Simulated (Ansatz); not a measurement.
**C2H6AlFO: two geometries relaxed**

Aim: relax the geometries before and after the shift of H11 from C4 to Al3, and see whether they are two minima and how far apart in energy. SMILES of the start: O[CH2][AlH][CH2]F.

All numbers below are computed with Ansatz 0.2.0 (RKS PBE/def2-SVP).

### 1 The starting structure

Bond lengths: O1–C2 1.385 Å, C2–Al3 1.980 Å, Al3–C4 2.022 Å, C4–F5 1.410 Å, O1–H6 1.014 Å, C2–H7 1.106 Å, C2–H8 1.130 Å, Al3–H9 1.632 Å, C4–H10 1.038 Å, C4–H11 1.121 Å. Angles (14 of 16 angles, heavy atoms first): O1–C2–Al3 107.7°, C2–Al3–C4 122.1°, Al3–C4–F5 106.6°, O1–C2–H7 114.8°, O1–C2–H8 110.9°, Al3–C2–H7 108.8°, Al3–C2–H8 107.5°, C2–O1–H6 105.2°, C2–Al3–H9 118.8°, C4–Al3–H9 119.0°, Al3–C4–H10 110.7°, Al3–C4–H11 105.0°, F5–C4–H10 112.8°, F5–C4–H11 106.1°.

Coordinates:

```xyz
11

O    -1.9600   -0.1316    1.4495
C    -0.8895    0.6633    1.0731
Al    0.5211   -0.5254    0.3535
C     1.3171   -0.2554   -1.4858
F     0.5836    0.7841   -2.0939
H    -2.4678   -0.3176    0.5915
H    -1.1276    1.4322    0.3147
H    -0.4549    1.2041    1.9647
H     1.1501   -1.6754    1.3259
H     2.3322   -0.0467   -1.4202
H     1.0611   -1.1886   -2.0523
```

### 2 End point A

Input file input.yaml:

```yaml
crystal:
  periodic: [false, false, false]
  atoms:
    - { symbol: O, position_ang: [-1.96, -0.1316, 1.4495] }
    - { symbol: C, position_ang: [-0.8895, 0.6633, 1.0731] }
    - { symbol: Al, position_ang: [0.5211, -0.5254, 0.3535] }
    - { symbol: C, position_ang: [1.3171, -0.2554, -1.4858] }
    - { symbol: F, position_ang: [0.5836, 0.7841, -2.0939] }
    - { symbol: H, position_ang: [-2.4678, -0.3176, 0.5915] }
    - { symbol: H, position_ang: [-1.1276, 1.4322, 0.3147] }
    - { symbol: H, position_ang: [-0.4549, 1.2041, 1.9647] }
    - { symbol: H, position_ang: [1.1501, -1.6754, 1.3259] }
    - { symbol: H, position_ang: [2.3322, -0.0467, -1.4202] }
    - { symbol: H, position_ang: [1.0611, -1.1886, -2.0523] }
basis:
  gaussian: { orbitals: def2-SVP }
hamiltonian:
  xc: pbe
relax:
  f_tol: 0.02
  max_steps: 50
output:
  orbitals: {}
```

Started as:

```console
> ansatz run input.yaml --threads 2 --pin off --max-ram 3072MiB --backend cpu --events-out ev --progress --plain --runs-dir out
```

Output, cut to the lines that bear on the results:

```text
Warning: RAYON_NUM_THREADS=2 ignored (pool sized by the plan → 2); use --threads N
[...]
Functional definition: PBE
[...]
1148 factors; their error is unknown
[...]
mean field -13511.94780806 eV, -496.5549232190 hartree, gradient 1.5e-5 eV, S^2 0.000000; 0 other end points of the search recorded, 0 dependent functions left out
[...]
reference -13511.94784616 eV, -496.5549246190 hartree; 24, 24 occupied and 80, 80 virtual orbitals, 1148 factors
relax step   1: F+E_penalty+E_count = -13511.94780806 eV  Δ(F+E_penalty+E_count) = +0.000e0 eV  max|allowed force component| = 3.964e0 eV/Å  Δτ_max = 0.0000 Å  (28 SCF iters, accepted)
[...]
relax step   3: F+E_penalty+E_count = -13512.31850555 eV  Δ(F+E_penalty+E_count) = -4.855e-2 eV  max|allowed force component| = 3.808e-1 eV/Å  Δτ_max = 0.0657 Å  (30 SCF iters, accepted)
[...]
relax step   5: F+E_penalty+E_count = -13512.36980954 eV  Δ(F+E_penalty+E_count) = -3.844e-2 eV  max|allowed force component| = 5.512e-1 eV/Å  Δτ_max = 0.1913 Å  (33 SCF iters, accepted)
[...]
relax step   7: F+E_penalty+E_count = -13512.56063922 eV  Δ(F+E_penalty+E_count) = -1.199e-1 eV  max|allowed force component| = 8.516e-1 eV/Å  Δτ_max = 0.1947 Å  (28 SCF iters, accepted)
[...]
relax step   9: F+E_penalty+E_count = -13512.71109579 eV  Δ(F+E_penalty+E_count) = -3.983e-2 eV  max|allowed force component| = 3.047e-1 eV/Å  Δτ_max = 0.1516 Å  (29 SCF iters, accepted)
[...]
relax step  10: F+E_penalty+E_count = -13512.73723020 eV  Δ(F+E_penalty+E_count) = -2.613e-2 eV  max|allowed force component| = 3.866e-1 eV/Å  Δτ_max = 0.1881 Å  (27 SCF iters, accepted)
[...]
relax step  11: F+E_penalty+E_count = -13512.75886216 eV  Δ(F+E_penalty+E_count) = -2.163e-2 eV  max|allowed force component| = 5.041e-1 eV/Å  Δτ_max = 0.1823 Å  (28 SCF iters, accepted)
```

### 3 More of the same log: end point A relaxed

Output, continued, cut to the lines that bear on the results:

```text
[...]
1148 factors; their error is unknown
[...]
mean field -13512.78937072 eV, -496.5858500763 hartree, gradient 1.9e-5 eV, S^2 0.000000; 0 other end points of the search recorded, 0 dependent functions left out
[...]
reference -13512.78940828 eV, -496.5858514566 hartree; 24, 24 occupied and 80, 80 virtual orbitals, 1148 factors
relax step  12: F+E_penalty+E_count = -13512.78937072 eV  Δ(F+E_penalty+E_count) = -3.051e-2 eV  max|allowed force component| = 5.402e-1 eV/Å  Δτ_max = 0.1979 Å  (28 SCF iters, accepted)
[...]
relax step  17: F+E_penalty+E_count = -13512.87976924 eV  Δ(F+E_penalty+E_count) = +8.535e-4 eV  max|allowed force component| = 1.645e-1 eV/Å  Δτ_max = 0.0334 Å  (29 SCF iters, rejected (line search))
[...]
Atom 1 at    -0.610907     0.894261     1.220924 Å, force    -0.006972    -0.005083    -0.017141 eV/Å
Atom 2 at     0.623068    -0.526983     0.696117 Å, force     0.004181    -0.008708     0.000027 eV/Å
Atom 3 at     0.915444    -0.387913    -1.297972 Å, force    -0.014780    -0.003555     0.011550 eV/Å
Atom 4 at    -0.277151     0.240912    -1.806642 Å, force     0.003558     0.003747    -0.004727 eV/Å
Atom 5 at    -1.418200    -0.030414    -0.398971 Å, force    -0.000569     0.003190     0.001616 eV/Å
Atom 6 at    -0.762021     1.822021     0.637453 Å, force    -0.007768    -0.000057     0.005137 eV/Å
Atom 7 at    -1.023161     1.005260     2.240170 Å, force     0.003861    -0.005613     0.001250 eV/Å
Atom 8 at     1.198348    -1.694827     1.619935 Å, force    -0.002543     0.009078     0.000200 eV/Å
Atom 9 at     1.771582     0.240244    -1.628748 Å, force     0.011150     0.000859    -0.001144 eV/Å
Atom 10 at     1.014863    -1.362749    -1.826469 Å, force    -0.000424    -0.002452    -0.005579 eV/Å
Dipole moment:     0.107873     0.140675    -0.106248 e Å
```

Run time: 34 s. Hardware: 2 threads of Intel Xeon Platinum 8488C (Sapphire Rapids), shared host; peak memory 0.17 GiB.

Relaxation path:

```
step  energy from step 1 (eV)  largest force component (eV/Å)
   1                   0.0000                          3.9642
   2                  -0.3221                          1.1466
   3                  -0.3707                          0.3808
   4                  -0.3836                          0.1626
   5                  -0.4220                          0.5512
   6                  -0.4930                          0.9199
   7                  -0.6128                          0.8516
   8                  -0.7235                          0.4820
   9                  -0.7633                          0.3047
  10                  -0.7894                          0.3866
  11                  -0.8111                          0.5041
  12                  -0.8416                          0.5402
  13                  -0.8770                          0.5844
  14                  -0.9096                          0.5698
  15                  -0.9274                          0.4657
  16                  -0.9328                          0.2018
 17x                  -0.9320                          0.1645
  18                  -0.9346                          0.0171
```

Step 1 is the start. 1 step was tried and not accepted (marked x).

After: Bond lengths: O1–C2 1.525 Å, O1–Al3 2.012 Å, C2–Al3 1.954 Å, Al3–C4 2.020 Å, C4–F5 1.441 Å, O1–H6 0.991 Å, C2–H7 1.106 Å, C2–H8 1.105 Å, Al3–H9 1.596 Å, C4–H10 1.112 Å, C4–H11 1.113 Å. Angles (14 of 21 angles, heavy atoms first): O1–C2–Al3 69.4°, C2–O1–Al3 65.4°, O1–Al3–C2 45.2°, O1–Al3–C4 94.0°, C2–Al3–C4 107.8°, Al3–C4–F5 105.0°, O1–C2–H7 109.8°, O1–C2–H8 106.7°, Al3–C2–H7 123.7°, Al3–C2–H8 123.8°, C2–O1–H6 105.8°, Al3–O1–H6 98.4°, O1–Al3–H9 119.5°, C2–Al3–H9 127.2°.

Pairs that crossed the distance rule for bonds on the way: came closer O1–Al3.

### 4 Relaxing end B

The second end starts from a geometry with the move made by hand.

Changes to input.yaml since step 2:

```diff
@@ -13,3 +13,3 @@
     - { symbol: H, position_ang: [2.3322, -0.0467, -1.4202] }
-    - { symbol: H, position_ang: [1.0611, -1.1886, -2.0523] }
+    - { symbol: H, position_ang: [-0.24528, -1.06943, -0.86646] }
 basis:
@@ -21,3 +21 @@
   max_steps: 50
-output:
-  orbitals: {}
```

Started as:

```console
> ansatz run input.yaml --threads 2 --pin off --max-ram 3072MiB --backend cpu --events-out ev --progress --plain --runs-dir out
```

Output, cut to the lines that bear on the results:

```text
Warning: RAYON_NUM_THREADS=2 ignored (pool sized by the plan → 2); use --threads N
[...]
[... 1 set-up line as earlier in the session ...]
[...]
1148 factors; their error is unknown
[...]
mean field -13507.95471825 eV, -496.4081798751 hartree, gradient 1.3e-5 eV, S^2 0.000000; 2 other end points of the search recorded, 0 dependent functions left out
[...]
reference -13507.95475631 eV, -496.4081812738 hartree; 24, 24 occupied and 80, 80 virtual orbitals, 1148 factors
relax step   1: F+E_penalty+E_count = -13507.95471825 eV  Δ(F+E_penalty+E_count) = +0.000e0 eV  max|allowed force component| = 4.221e0 eV/Å  Δτ_max = 0.0000 Å  (80 SCF iters, accepted)
[...]
relax step   5: F+E_penalty+E_count = -13510.53364004 eV  Δ(F+E_penalty+E_count) = -2.916e-1 eV  max|allowed force component| = 1.723e0 eV/Å  Δτ_max = 0.1932 Å  (38 SCF iters, accepted)
[...]
relax step   9: F+E_penalty+E_count = -13512.06142968 eV  Δ(F+E_penalty+E_count) = -2.233e-1 eV  max|allowed force component| = 9.738e-1 eV/Å  Δτ_max = 0.1947 Å  (34 SCF iters, accepted)
[...]
relax step  13: F+E_penalty+E_count = -13512.31271610 eV  Δ(F+E_penalty+E_count) = -2.078e-2 eV  max|allowed force component| = 1.722e-1 eV/Å  Δτ_max = 0.0562 Å  (30 SCF iters, accepted)
[...]
relax step  17: F+E_penalty+E_count = -13512.54799595 eV  Δ(F+E_penalty+E_count) = -1.402e-1 eV  max|allowed force component| = 7.572e-1 eV/Å  Δτ_max = 0.1946 Å  (28 SCF iters, accepted)
[...]
relax step  18: F+E_penalty+E_count = -13512.66528102 eV  Δ(F+E_penalty+E_count) = -1.173e-1 eV  max|allowed force component| = 4.384e-1 eV/Å  Δτ_max = 0.1945 Å  (34 SCF iters, accepted)
```

### 5 The log goes on: end point B relaxed

Output, continued:

```text
these checks for a lower state are left out or cut short: starts, cluster_reference, orbital_swaps, neighbouring_geometries, increment
1148 factors; their error is unknown
mean field -13512.70176456 eV, -496.5826306093 hartree, gradient 1.4e-5 eV, S^2 0.000000; 0 other end points of the search recorded, 0 dependent functions left out
the calculation of the forces begins
reference -13512.70180297 eV, -496.5826320211 hartree; 24, 24 occupied and 80, 80 virtual orbitals, 1148 factors
relax step  19: F+E_penalty+E_count = -13512.70176456 eV  Δ(F+E_penalty+E_count) = -3.648e-2 eV  max|allowed force component| = 4.931e-1 eV/Å  Δτ_max = 0.1889 Å  (27 SCF iters, accepted)
these checks for a lower state are left out or cut short: starts, cluster_reference, orbital_swaps, neighbouring_geometries, increment
1148 factors; their error is unknown
mean field -13512.72912941 eV, -496.5836362490 hartree, gradient 9.6e-6 eV, S^2 0.000000; 0 other end points of the search recorded, 0 dependent functions left out
the calculation of the forces begins
reference -13512.72916781 eV, -496.5836376602 hartree; 24, 24 occupied and 80, 80 virtual orbitals, 1148 factors
relax step  20: F+E_penalty+E_count = -13512.72912941 eV  Δ(F+E_penalty+E_count) = -2.736e-2 eV  max|allowed force component| = 3.298e-1 eV/Å  Δτ_max = 0.1273 Å  (30 SCF iters, accepted)
these checks for a lower state are left out or cut short: starts, cluster_reference, orbital_swaps, neighbouring_geometries, increment
1148 factors; their error is unknown
mean field -13512.74940020 eV, -496.5843811867 hartree, gradient 1.8e-5 eV, S^2 0.000000; 0 other end points of the search recorded, 0 dependent functions left out
the calculation of the forces begins
reference -13512.74943854 eV, -496.5843825957 hartree; 24, 24 occupied and 80, 80 virtual orbitals, 1148 factors
relax step  21: F+E_penalty+E_count = -13512.74940020 eV  Δ(F+E_penalty+E_count) = -2.027e-2 eV  max|allowed force component| = 4.264e-1 eV/Å  Δτ_max = 0.1980 Å  (28 SCF iters, accepted)
these checks for a lower state are left out or cut short: starts, cluster_reference, orbital_swaps, neighbouring_geometries, increment
1148 factors; their error is unknown
mean field evaluation 192: about -13512.7750 eV, gradient 1.8e-5 eV
mean field -13512.77500075 eV, -496.5853219898 hartree, gradient 1.8e-5 eV, S^2 0.000000; 0 other end points of the search recorded, 0 dependent functions left out
the calculation of the forces begins
reference -13512.77503877 eV, -496.5853233868 hartree; 24, 24 occupied and 80, 80 virtual orbitals, 1148 factors
relax step  22: F+E_penalty+E_count = -13512.77500075 eV  Δ(F+E_penalty+E_count) = -2.560e-2 eV  max|allowed force component| = 4.415e-1 eV/Å  Δτ_max = 0.1961 Å  (27 SCF iters, accepted)
these checks for a lower state are left out or cut short: starts, cluster_reference, orbital_swaps, neighbouring_geometries, increment
1148 factors; their error is unknown
mean field -13512.81174414 eV, -496.5866722844 hartree, gradient 1.7e-5 eV, S^2 0.000000; 0 other end points of the search recorded, 0 dependent functions left out
the calculation of the forces begins
reference -13512.81178199 eV, -496.5866736753 hartree; 24, 24 occupied and 80, 80 virtual orbitals, 1148 factors
relax step  23: F+E_penalty+E_count = -13512.81174414 eV  Δ(F+E_penalty+E_count) = -3.674e-2 eV  max|allowed force component| = 4.640e-1 eV/Å  Δτ_max = 0.1986 Å  (28 SCF iters, accepted)
these checks for a lower state are left out or cut short: starts, cluster_reference, orbital_swaps, neighbouring_geometries, increment
1148 factors; their error is unknown
mean field -13512.84307250 eV, -496.5878235804 hartree, gradient 2.1e-5 eV, S^2 0.000000; 0 other end points of the search recorded, 0 dependent functions left out
the calculation of the forces begins
reference -13512.84311068 eV, -496.5878249836 hartree; 24, 24 occupied and 80, 80 virtual orbitals, 1148 factors
relax step  24: F+E_penalty+E_count = -13512.84307250 eV  Δ(F+E_penalty+E_count) = -3.133e-2 eV  max|allowed force component| = 6.955e-1 eV/Å  Δτ_max = 0.1927 Å  (28 SCF iters, accepted)
these checks for a lower state are left out or cut short: starts, cluster_reference, orbital_swaps, neighbouring_geometries, increment
1148 factors; their error is unknown
mean field -13512.87005635 eV, -496.5888152185 hartree, gradient 2.4e-5 eV, S^2 0.000000; 0 other end points of the search recorded, 0 dependent functions left out
the calculation of the forces begins
reference -13512.87009455 eV, -496.5888166224 hartree; 24, 24 occupied and 80, 80 virtual orbitals, 1148 factors
relax step  25: F+E_penalty+E_count = -13512.87005635 eV  Δ(F+E_penalty+E_count) = -2.698e-2 eV  max|allowed force component| = 4.846e-1 eV/Å  Δτ_max = 0.0651 Å  (29 SCF iters, accepted)
these checks for a lower state are left out or cut short: starts, cluster_reference, orbital_swaps, neighbouring_geometries, increment
1148 factors; their error is unknown
mean field -13512.88029502 eV, -496.5891914827 hartree, gradient 2.2e-5 eV, S^2 0.000000; 0 other end points of the search recorded, 0 dependent functions left out
the calculation of the forces begins
reference -13512.88033325 eV, -496.5891928875 hartree; 24, 24 occupied and 80, 80 virtual orbitals, 1148 factors
relax step  26: F+E_penalty+E_count = -13512.88029502 eV  Δ(F+E_penalty+E_count) = -1.024e-2 eV  max|allowed force component| = 1.777e-1 eV/Å  Δτ_max = 0.0742 Å  (29 SCF iters, accepted)
these checks for a lower state are left out or cut short: starts, cluster_reference, orbital_swaps, neighbouring_geometries, increment
1148 factors; their error is unknown
mean field evaluation 224: about -13512.8820 eV, gradient 5.8e-5 eV
mean field -13512.88197268 eV, -496.5892531357 hartree, gradient 2.2e-5 eV, S^2 0.000000; 0 other end points of the search recorded, 0 dependent functions left out
the calculation of the forces begins
reference -13512.88201088 eV, -496.5892545395 hartree; 24, 24 occupied and 80, 80 virtual orbitals, 1148 factors
relax step  27: F+E_penalty+E_count = -13512.88197268 eV  Δ(F+E_penalty+E_count) = -1.678e-3 eV  max|allowed force component| = 6.314e-2 eV/Å  Δτ_max = 0.0136 Å  (30 SCF iters, accepted)
these checks for a lower state are left out or cut short: starts, cluster_reference, orbital_swaps, neighbouring_geometries, increment
1148 factors; their error is unknown
mean field -13512.88205517 eV, -496.5892561672 hartree, gradient 2.2e-5 eV, S^2 0.000000; 0 other end points of the search recorded, 0 dependent functions left out
the calculation of the forces begins
reference -13512.88209335 eV, -496.5892575700 hartree; 24, 24 occupied and 80, 80 virtual orbitals, 1148 factors
relax step  28: F+E_penalty+E_count = -13512.88205517 eV  Δ(F+E_penalty+E_count) = -8.249e-5 eV  max|allowed force component| = 6.947e-2 eV/Å  Δτ_max = 0.0264 Å  (29 SCF iters, accepted)
these checks for a lower state are left out or cut short: starts, cluster_reference, orbital_swaps, neighbouring_geometries, increment
1148 factors; their error is unknown
mean field -13512.88263888 eV, -496.5892776181 hartree, gradient 2.3e-5 eV, S^2 0.000000; 0 other end points of the search recorded, 0 dependent functions left out
the calculation of the forces begins
reference -13512.88267706 eV, -496.5892790213 hartree; 24, 24 occupied and 80, 80 virtual orbitals, 1148 factors
relax step  29: F+E_penalty+E_count = -13512.88263888 eV  Δ(F+E_penalty+E_count) = -5.837e-4 eV  max|allowed force component| = 2.863e-2 eV/Å  Δτ_max = 0.0141 Å  (29 SCF iters, accepted)
these checks for a lower state are left out or cut short: starts, cluster_reference, orbital_swaps, neighbouring_geometries, increment
1148 factors; their error is unknown
mean field -13512.88271877 eV, -496.5892805539 hartree, gradient 2.2e-5 eV, S^2 0.000000; 0 other end points of the search recorded, 0 dependent functions left out
the calculation of the forces begins
reference -13512.88275694 eV, -496.5892819566 hartree; 24, 24 occupied and 80, 80 virtual orbitals, 1148 factors
relax step  30: F+E_penalty+E_count = -13512.88271877 eV  Δ(F+E_penalty+E_count) = -7.989e-5 eV  max|allowed force component| = 1.289e-2 eV/Å  Δτ_max = 0.0071 Å  (30 SCF iters, accepted)
1148 factors; their error is unknown
mean field evaluation 256: about -13512.9404 eV, gradient 1.0e0 eV
mean field -13512.88271877 eV, -496.5892805539 hartree, gradient 2.2e-5 eV, S^2 0.000000; 1 other end points of the search recorded, 0 dependent functions left out
the calculation of the forces begins
reference -13512.88275694 eV, -496.5892819566 hartree; 24, 24 occupied and 80, 80 virtual orbitals, 1148 factors
Total energy: -13512.88275694 eV, -496.5892819566 hartree
Atom 0 at    -1.477886    -0.179256     0.712064 Å, force     0.000530    -0.001889     0.012894 eV/Å
Atom 1 at    -0.663660     0.956343     1.321730 Å, force    -0.003541    -0.003449    -0.002669 eV/Å
Atom 2 at     0.504032    -0.520349     0.797517 Å, force    -0.001201     0.004003    -0.005012 eV/Å
Atom 3 at     0.746038    -0.444881    -1.205869 Å, force     0.000443     0.001744    -0.002091 eV/Å
Atom 4 at    -0.425547     0.233824    -1.698241 Å, force     0.001642    -0.001588     0.004343 eV/Å
Atom 5 at    -1.547486     0.028824    -0.254338 Å, force     0.001517     0.004743    -0.009907 eV/Å
Atom 6 at    -0.804561     1.879550     0.728770 Å, force     0.000701    -0.001196     0.001392 eV/Å
Atom 7 at    -1.038103     1.096301     2.352069 Å, force    -0.000003    -0.000143    -0.000838 eV/Å
Atom 8 at     1.061028    -1.680968     1.740437 Å, force     0.000683     0.000080     0.000734 eV/Å
Atom 9 at     1.625194     0.128606    -1.574825 Å, force    -0.000279    -0.003457     0.000553 eV/Å
Atom 10 at     0.779971    -1.435824    -1.712772 Å, force    -0.000493     0.001152     0.000600 eV/Å
Dipole moment:     0.107353     0.129628    -0.111645 e Å
```

It took 71 s on 2 threads of Intel Xeon Platinum 8488C (Sapphire Rapids), shared host; peak memory 0.17 GiB.

Relaxation path, one in 2:

```
step  energy from step 1 (eV)  largest force component (eV/Å)
   1                   0.0000                          4.2211
   3                  -2.0330                          2.2905
   5                  -2.5789                          1.7228
   7                  -3.3089                          1.7234
   9                  -4.1067                          0.9738
  11                  -4.3045                          0.4609
  13                  -4.3580                          0.1722
  15                  -4.3887                          1.4130
  17                  -4.5933                          0.7572
  19                  -4.7470                          0.4931
  21                  -4.7947                          0.4264
  23                  -4.8570                          0.4640
  25                  -4.9153                          0.4846
  27                  -4.9273                          0.0631
  29                  -4.9279                          0.0286
  30                  -4.9280                          0.0129
```

Step 1 is the start.

After: Bond lengths: O1–C2 1.525 Å, O1–Al3 2.013 Å, C2–Al3 1.954 Å, Al3–C4 2.019 Å, C4–F5 1.441 Å, O1–H6 0.991 Å, C2–H7 1.106 Å, C2–H8 1.105 Å, Al3–H9 1.596 Å, C4–H10 1.113 Å, C4–H11 1.114 Å. Angles (14 of 21 angles, heavy atoms first): O1–C2–Al3 69.5°, C2–O1–Al3 65.4°, O1–Al3–C2 45.2°, O1–Al3–C4 94.0°, C2–Al3–C4 108.0°, Al3–C4–F5 105.0°, O1–C2–H7 109.8°, O1–C2–H8 106.6°, Al3–C2–H7 124.3°, Al3–C2–H8 123.2°, C2–O1–H6 105.7°, Al3–O1–H6 98.4°, O1–Al3–H9 119.5°, C2–Al3–H9 126.8°.

Pairs that crossed the distance rule for bonds on the way: came closer O1–Al3, C4–H11; moved apart Al3–H11.

### 6 Results

```
                           quantity                     value
                              end A  16 moves, 0.935 eV lower
                              end B  29 moves, 4.928 eV lower
largest difference between the ends                    0.02 Å
            end B relative to end A                 -0.000 eV
```

What this shows: Both starts fell into the same minimum (no atom differs by more than 0.02 Å), so from this start no second minimum was found and no band was run; another arrangement could still be one.
